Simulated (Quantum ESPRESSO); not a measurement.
# MgB (Pm-3m) in Quantum ESPRESSO: a series of runs, part 2 of 3

Quantum ESPRESSO 7.5.

## (3) Phonons, PBE

The input, pw.in:

```
&CONTROL
  calculation = 'scf'
  prefix = 'pwscf'
  outdir = './tmp'
  pseudo_dir = './pseudo'
  tprnfor = .true.
  tstress = .true.
  disk_io = 'low'
/
&SYSTEM
  ibrav = 0
  nat = 2
  ntyp = 2
  ecutwfc = 55
  ecutrho = 440
  nbnd = 7
  occupations = 'smearing'
  smearing = 'gaussian'
  degauss = 0.01999163
/
&ELECTRONS
  conv_thr = 4d-10
  electron_maxstep = 120
  mixing_beta = 0.5
  mixing_mode = 'TF'
/
ATOMIC_SPECIES
Mg    24.3050 Mg.pbe-n-kjpaw_psl.0.3.0.UPF
B     10.8100 b_pbe_v1.4.uspp.F.UPF
CELL_PARAMETERS angstrom
   2.8951500000    0.0000000000    0.0000000000
   0.0000000000    2.8951500000    0.0000000000
   0.0000000000    0.0000000000    2.8951500000
ATOMIC_POSITIONS crystal
Mg     0.0000000000    0.0000000000    0.0000000000
B      0.5000000000    0.5000000000    0.5000000000
K_POINTS automatic
14 14 14 0 0 0
```

The input, scf2.in:

```
&CONTROL
  calculation = 'scf'
  prefix = 'pwscf'
  outdir = './tmp'
  pseudo_dir = './pseudo'
  tprnfor = .true.
  tstress = .true.
  disk_io = 'low'
/
&SYSTEM
  ibrav = 0
  nat = 2
  ntyp = 2
  ecutwfc = 55
  ecutrho = 440
  nbnd = 7
  occupations = 'smearing'
  smearing = 'gaussian'
  degauss = 0.01999163
/
&ELECTRONS
  conv_thr = 1d-13
  electron_maxstep = 120
  mixing_beta = 0.5
  mixing_mode = 'TF'
  startingpot = 'file'
  startingwfc = 'file'
/
ATOMIC_SPECIES
Mg    24.3050 Mg.pbe-n-kjpaw_psl.0.3.0.UPF
B     10.8100 b_pbe_v1.4.uspp.F.UPF
CELL_PARAMETERS angstrom
   2.8951500000    0.0000000000    0.0000000000
   0.0000000000    2.8951500000    0.0000000000
   0.0000000000    0.0000000000    2.8951500000
ATOMIC_POSITIONS crystal
Mg     0.0000000000    0.0000000000    0.0000000000
B      0.5000000000    0.5000000000    0.5000000000
K_POINTS automatic
14 14 14 0 0 0
```

The input, ph.in:

```
phonons of MgB
&INPUTPH
  prefix = 'pwscf'
  outdir = './tmp'
  tr2_ph = 1d-18
  fildyn = 'dyn'
  niter_ph = 90
  alpha_mix(1) = 0.4
/
0.0000000000 0.5000000000 0.0000000000
```

The input, relax_v0.99.in:

```
&CONTROL
  calculation = 'relax'
  prefix = 'pwscf'
  outdir = './tmp'
  pseudo_dir = './pseudo'
  tprnfor = .true.
  tstress = .true.
  disk_io = 'low'
  nstep = 30
  forc_conv_thr = 0.0001
  etot_conv_thr = 1d-06
/
&SYSTEM
  ibrav = 0
  nat = 2
  ntyp = 2
  ecutwfc = 55
  ecutrho = 440
  nbnd = 7
  occupations = 'smearing'
  smearing = 'gaussian'
  degauss = 0.01999163
/
&ELECTRONS
  conv_thr = 1d-13
  electron_maxstep = 120
  mixing_beta = 0.5
  mixing_mode = 'TF'
/
&IONS
  ion_dynamics = 'bfgs'
/
ATOMIC_SPECIES
Mg    24.3050 Mg.pbe-n-kjpaw_psl.0.3.0.UPF
B     10.8100 b_pbe_v1.4.uspp.F.UPF
CELL_PARAMETERS angstrom
   2.8854671518    0.0000000000    0.0000000000
   0.0000000000    2.8854671518    0.0000000000
   0.0000000000    0.0000000000    2.8854671518
ATOMIC_POSITIONS crystal
Mg     0.0000000000    0.0000000000    0.0000000000
B      0.5000000000    0.5000000000    0.5000000000
K_POINTS automatic
14 14 14 0 0 0
```

The input, ph_v0.99.in:

```
phonons at 0.99 of the volume
&INPUTPH
  prefix = 'pwscf'
  outdir = './tmp'
  tr2_ph = 1d-18
  fildyn = 'dyn_v0.99'
  niter_ph = 90
  alpha_mix(1) = 0.4
/
0.0000000000 0.5000000000 0.0000000000
```

The input, relax_v1.01.in:

```
&CONTROL
  calculation = 'relax'
  prefix = 'pwscf'
  outdir = './tmp'
  pseudo_dir = './pseudo'
  tprnfor = .true.
  tstress = .true.
  disk_io = 'low'
  nstep = 30
  forc_conv_thr = 0.0001
  etot_conv_thr = 1d-06
/
&SYSTEM
  ibrav = 0
  nat = 2
  ntyp = 2
  ecutwfc = 55
  ecutrho = 440
  nbnd = 7
  occupations = 'smearing'
  smearing = 'gaussian'
  degauss = 0.01999163
/
&ELECTRONS
  conv_thr = 1d-13
  electron_maxstep = 120
  mixing_beta = 0.5
  mixing_mode = 'TF'
/
&IONS
  ion_dynamics = 'bfgs'
/
ATOMIC_SPECIES
Mg    24.3050 Mg.pbe-n-kjpaw_psl.0.3.0.UPF
B     10.8100 b_pbe_v1.4.uspp.F.UPF
CELL_PARAMETERS angstrom
   2.9047685092    0.0000000000    0.0000000000
   0.0000000000    2.9047685092    0.0000000000
   0.0000000000    0.0000000000    2.9047685092
ATOMIC_POSITIONS crystal
Mg     0.0000000000    0.0000000000    0.0000000000
B      0.5000000000    0.5000000000    0.5000000000
K_POINTS automatic
14 14 14 0 0 0
```

The input, ph_v1.01.in:

```
phonons at 1.01 of the volume
&INPUTPH
  prefix = 'pwscf'
  outdir = './tmp'
  tr2_ph = 1d-18
  fildyn = 'dyn_v1.01'
  niter_ph = 90
  alpha_mix(1) = 0.4
/
0.0000000000 0.5000000000 0.0000000000
```

Potentials or basis: SSSP 1.3 efficiency PBE.

Launch:

```
$ OMP_NUM_THREADS=1 pw.x -in pw.in > pw.out
$ OMP_NUM_THREADS=1 pw.x -in scf2.in > scf2.out
$ OMP_NUM_THREADS=1 ph.x -in ph.in > ph.out
$ OMP_NUM_THREADS=1 pw.x -in relax_v0.99.in > relax_v0.99.out
$ OMP_NUM_THREADS=1 ph.x -in ph_v0.99.in > ph_v0.99.out
$ OMP_NUM_THREADS=1 pw.x -in relax_v1.01.in > relax_v1.01.out
$ OMP_NUM_THREADS=1 ph.x -in ph_v1.01.in > ph_v1.01.out
```

pw.out:

```text
This program is part of the open-source Quantum ESPRESSO suite
     for quantum simulation of materials; please cite
         "P. Giannozzi et al., J. Phys.:Condens. Matter 21 395502 (2009);
         "P. Giannozzi et al., J. Phys.:Condens. Matter 29 465901 (2017);
         "P. Giannozzi et al., J. Chem. Phys. 152 154105 (2020);
     in publications or presentations arising from this work. More details at

     file Mg.pbe-n-kjpaw_psl.0.3.0.UPF: wavefunction(s)  3S renormalized
     Message from routine setup:
     using ibrav=0 with symmetry is DISCOURAGED, use correct ibrav instead

     G-vector sticks info
     --------------------
     sticks:   dense  smooth     PW     G-vecs:    dense   smooth      PW
     Sum        1049     517    177                25533     9045    1647

     Using Slab Decomposition

     bravais-lattice index     =            0
     lattice parameter (alat)  =       5.4710  a.u.
     unit-cell volume          =     163.7607 (a.u.)^3
     number of atoms/cell      =            2
     number of atomic types    =            2
     number of electrons       =         5.00
     number of Kohn-Sham states=            7
     kinetic-energy cutoff     =      55.0000  Ry
     charge density cutoff     =     440.0000  Ry
     scf convergence threshold =      4.0E-10
     mixing beta               =       0.5000
     number of iterations used =            8  TF        mixing
     Exchange-correlation=  SLA  PW   PBX  PBC
                           (   1   4   3   4   0   0   0)

     celldm(1)=   5.471041  celldm(2)=   0.000000  celldm(3)=   0.000000
     celldm(4)=   0.000000  celldm(5)=   0.000000  celldm(6)=   0.000000

     crystal axes: (cart. coord. in units of alat)
               a(1) = (   1.000000   0.000000   0.000000 )
               a(2) = (   0.000000   1.000000   0.000000 )
               a(3) = (   0.000000   0.000000   1.000000 )

     reciprocal axes: (cart. coord. in units 2 pi/alat)
               b(1) = (  1.000000  0.000000  0.000000 )
               b(2) = (  0.000000  1.000000  0.000000 )
               b(3) = (  0.000000  0.000000  1.000000 )

     PseudoPot. # 1 for Mg read from file:
     Mg.pbe-n-kjpaw_psl.0.3.0.UPF
     Pseudo is Projector augmented-wave + core cor, Zval =  2.0
     Generated using "atomic" code by A. Dal Corso  v.5.0.99 svn rev. 10869
     Shape of augmentation charge: PSQ
     Using radial grid of 1129 points,  4 beta functions with:
                l(1) =   0
                l(2) =   0
                l(3) =   1
                l(4) =   1
     Q(r) pseudized with 0 coefficients

     PseudoPot. # 2 for B  read from file:
     b_pbe_v1.4.uspp.F.UPF
     Pseudo is Ultrasoft + core correction, Zval =  3.0
     Generated by new atomic code, or converted to UPF format
     Using radial grid of  781 points,  4 beta functions with:
                l(1) =   0
                l(2) =   0
                l(3) =   1
                l(4) =   1
     Q(r) pseudized with  8 coefficients,  rinner =    1.100   1.100   1.100

     atomic species   valence    mass     pseudopotential
     Mg                2.00    24.30500     Mg( 1.00)
     B                 3.00    10.81000     B ( 1.00)

     48 Sym. Ops., with inversion, found

   Cartesian axes

     site n.     atom                  positions (alat units)
         1        Mg     tau(   1) = (   0.0000000   0.0000000   0.0000000  )
         2        B      tau(   2) = (   0.5000000   0.5000000   0.5000000  )

     number of k points=   120  Gaussian smearing, width (Ry)=  0.0200

     Number of k-points >= 100: set verbosity='high' to print them.

     Dense  grid:    25533 G-vectors     FFT dimensions: (  40,  40,  40)

     Smooth grid:     9045 G-vectors     FFT dimensions: (  25,  25,  25)

     Initial potential from superposition of free atoms

     starting charge       4.9988, renormalised to       5.0000
     Starting wfcs are    8 randomized atomic wfcs

     Self-consistent Calculation

     iteration #  1     ecut=    55.00 Ry     beta= 0.50
     Davidson diagonalization with overlap
     ethr =  1.00E-02,  avg # of iterations =  3.6

     Threshold (ethr) on eigenvalues was too large:
     Diagonalizing with lowered threshold

     Davidson diagonalization with overlap
     ethr =  7.32E-04,  avg # of iterations =  1.1

     total energy              =     -39.89641989 Ry
     estimated scf accuracy    <       0.03580662 Ry

     iteration #  2     ecut=    55.00 Ry     beta= 0.50
     Davidson diagonalization with overlap
     ethr =  7.16E-04,  avg # of iterations =  1.0

     total energy              =     -39.89194524 Ry
     estimated scf accuracy    <       0.01244708 Ry

     iteration #  3     ecut=    55.00 Ry     beta= 0.50
     Davidson diagonalization with overlap
     ethr =  2.49E-04,  avg # of iterations =  1.1

     total energy              =     -39.89335273 Ry
     estimated scf accuracy    <       0.00053201 Ry
[... 19 lines left out ...]
     total energy              =     -39.89361923 Ry
     estimated scf accuracy    <       0.00000004 Ry

     iteration #  7     ecut=    55.00 Ry     beta= 0.50
     Davidson diagonalization with overlap
     ethr =  7.73E-10,  avg # of iterations =  3.3

     total energy              =     -39.89361928 Ry
     estimated scf accuracy    <       0.00000002 Ry

     iteration #  8     ecut=    55.00 Ry     beta= 0.50
     Davidson diagonalization with overlap
     ethr =  4.31E-10,  avg # of iterations =  1.1

     End of self-consistent calculation

     Number of k-points >= 100: set verbosity='high' to print the bands.

     the Fermi energy is     6.5034 ev

!    total energy              =     -39.89361928 Ry
     estimated scf accuracy    <          1.3E-10 Ry
     smearing contrib. (-TS)   =      -0.00147572 Ry
     internal energy E=F+TS    =     -39.89214357 Ry

     The total energy is F=E-TS. E is the sum of the following terms:
     one-electron contribution =       3.89424989 Ry
     hartree contribution      =       0.51937477 Ry
     xc contribution           =      -4.49803943 Ry
     ewald contribution        =      -8.50077752 Ry
     one-center paw contrib.   =     -31.30695127 Ry

     convergence has been achieved in   8 iterations

     Forces acting on atoms (cartesian axes, Ry/au):

     atom    1 type  1   force =     0.00000000    0.00000000    0.00000000
     atom    2 type  2   force =     0.00000000    0.00000000    0.00000000

     Total force =     0.000000     Total SCF correction =     0.000000

     Computing stress (Cartesian axis) and pressure

          total   stress  (Ry/bohr**3)                   (kbar)     P=       -2.91
  -0.00001976   0.00000000   0.00000000           -2.91        0.00        0.00
   0.00000000  -0.00001976   0.00000000            0.00       -2.91        0.00
   0.00000000   0.00000000  -0.00001976            0.00        0.00       -2.91

=------------------------------------------------------------------------------=
   JOB DONE.
=------------------------------------------------------------------------------=
```

Wall time 8 min (1 thread of AMD EPYC 7R32 (Zen 2), shared host); peak memory 0.09 GiB.

Results:

```
Free energy                                 : -542.7803 eV
Pressure after relaxing                     : -0.3 GPa
Band gap on the k mesh                      : none (metal or under the smearing width)
Highest phonon frequency at the q point run : 356 cm⁻¹
```

Levels at points of the mesh, in eV from the Fermi level:
```tsv
k point	band 1	band 2	band 3	band 4	band 5	band 6	band 7
(0.00, 0.00, 0.00)	-10.81	2.47	2.47	2.47	6.99	6.99	8.90
(0.00, 0.00, -0.50)	-7.68	-5.78	3.63	3.63	10.55	10.86	11.56
(0.00, -0.50, -0.50)	-4.85	-3.33	-3.33	1.66	4.94	12.80	12.80
(-0.50, -0.50, -0.50)	-1.78	-1.34	-1.34	-1.34	3.96	3.96	3.96
```

Phonon frequencies in cm⁻¹ (negative: imaginary):
| q point | frequencies |
| --- | --- |
| (0.000, 0.500, 0.000) | 165 201 201 342 356 356 |

Phonon modes at q = (0.000, 0.500, 0.000) in reciprocal lattice units:
```tsv
mode	symmetry	cm⁻¹
1	A_1g	165
2	E_u	201
3	E_u	201
4	A_2u	342
5	E_g	356
6	E_g	356
```

Mode Grüneisen parameters of phonons at q = (0.000, 0.500, 0.000) in reciprocal lattice units, in order of frequency: 1.98, 2.14, 2.14, 1.39, 1.85, 1.85

Frequencies at 99 % and 101 % of the volume (pressures 0.6 and -1.1 GPa), ions relaxed:
| mode | 99 % (cm⁻¹) | 101 % (cm⁻¹) | Grüneisen parameter |
| --- | --- | --- | --- |
| 1 | 168.2 | 161.7 | 1.98 |
| 2 | 205.1 | 196.5 | 2.14 |
| 3 | 205.1 | 196.5 | 2.14 |
| 4 | 347.2 | 337.6 | 1.39 |
| 5 | 362.4 | 349.3 | 1.85 |
| 6 | 362.4 | 349.3 | 1.85 |

(Continued in part 3 of 3.)
